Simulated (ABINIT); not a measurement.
TaAs:

```xyz
4
Lattice="-1.7218 1.7218 5.8679 1.7218 -1.7218 5.8679 1.7218 1.7218 -5.8679" Properties=species:S:1:pos:R:3 pbc="T T T"
Ta    0.0000    0.0000    5.8676
Ta    1.7218    0.0000    2.9336
As    0.0000    0.0000    0.9698
As    0.0000    1.7218    3.9037
```

The cell is a database's computed one.

Base run:

- Program: ABINIT 10.8.3 (patched build)
- Functional: AM05
- Potentials or basis: JTH PAW PBE v2.0
- Cutoff: 626 eV
- k mesh: 9 × 9 × 9
- Occupations: fermi-dirac, width 0.05 eV
- Spin: no spin polarisation

Its results: band gap on the k mesh none (metal or under the smearing width); pressure -4.9 GPa; largest force 0.022 eV/Å.

Q: After a change of settings the same cell gave: band gap on the k mesh none (metal or under the smearing width); pressure -2.9 GPa; largest force 0.020 eV/Å. Which change was it?
A. functional from AM05 to LDA
B. functional from AM05 to WC
C. functional from AM05 to PBEsol
D. functional from AM05 to revPBE

A: B.

Caveats: the PAW data sets were made with another functional, which shifts forces and pressure a little.

Runs at the PBE level aren't shown here.
